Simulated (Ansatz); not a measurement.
# CH6NPSi: the cost of one run

Method: RKS revPBE-D4/def2-SVP, in Ansatz 0.2.0.

1 further run of the same task is left out (it didn't finish).

**1. The system as given**

Bond lengths: P1–Si2 2.121 Å, Si2–C3 1.826 Å, Si2–N4 1.734 Å, C3–N4 1.454 Å, P1–H5 1.398 Å, P1–H6 1.428 Å, Si2–H7 1.502 Å, C3–H8 1.140 Å, C3–H9 1.040 Å, N4–H10 0.948 Å. Angles (14 of 18 angles, heavy atoms first): P1–Si2–C3 115.6°, P1–Si2–N4 104.2°, C3–Si2–N4 48.1°, Si2–C3–N4 62.6°, Si2–N4–C3 69.3°, P1–Si2–H7 120.5°, C3–Si2–H7 121.1°, N4–Si2–H7 100.1°, Si2–P1–H5 100.7°, Si2–P1–H6 99.3°, Si2–C3–H8 115.0°, Si2–C3–H9 117.9°, N4–C3–H8 111.4°, N4–C3–H9 123.5°.

Coordinates:

```xyz
10

P    -1.8988    0.9775   -0.1463
Si    0.0203    0.5796    0.6634
C     0.6349   -1.1247    0.4331
N     0.8845   -0.1730   -0.6376
H    -2.2920   -0.3097   -0.5254
H    -1.5151    1.3754   -1.4626
H     0.9597    1.7057    0.9878
H     1.5925   -1.3720    1.0004
H    -0.0657   -1.8905    0.3679
H     1.7628    0.1806   -0.6776
```

**2. Relaxing end A**

Contents of input.yaml:

```yaml
crystal:
  periodic: [false, false, false]
  atoms:
    - { symbol: P, position_ang: [-1.8988, 0.9775, -0.1463] }
    - { symbol: Si, position_ang: [0.0203, 0.5796, 0.6634] }
    - { symbol: C, position_ang: [0.6349, -1.1247, 0.4331] }
    - { symbol: "N", position_ang: [0.8845, -0.173, -0.6376] }
    - { symbol: H, position_ang: [-2.292, -0.3097, -0.5254] }
    - { symbol: H, position_ang: [-1.5151, 1.3754, -1.4626] }
    - { symbol: H, position_ang: [0.9597, 1.7057, 0.9878] }
    - { symbol: H, position_ang: [1.5925, -1.372, 1.0004] }
    - { symbol: H, position_ang: [-0.0657, -1.8905, 0.3679] }
    - { symbol: H, position_ang: [1.7628, 0.1806, -0.6776] }
basis:
  gaussian: { orbitals: def2-SVP }
hamiltonian:
  xc: revpbe
  dispersion: d4
relax:
  f_tol: 0.015
  max_steps: 40
```

Command:

```sh
$ ansatz run input.yaml --threads 1 --pin off --max-ram 2048MiB --backend cpu --events-out ev --progress --plain --runs-dir out
```

**Question.** How long does this run take on 1 thread of Arm Neoverse V1, shared host, and how much memory does it need?

About 49 s, with a peak of 0.15 GiB.
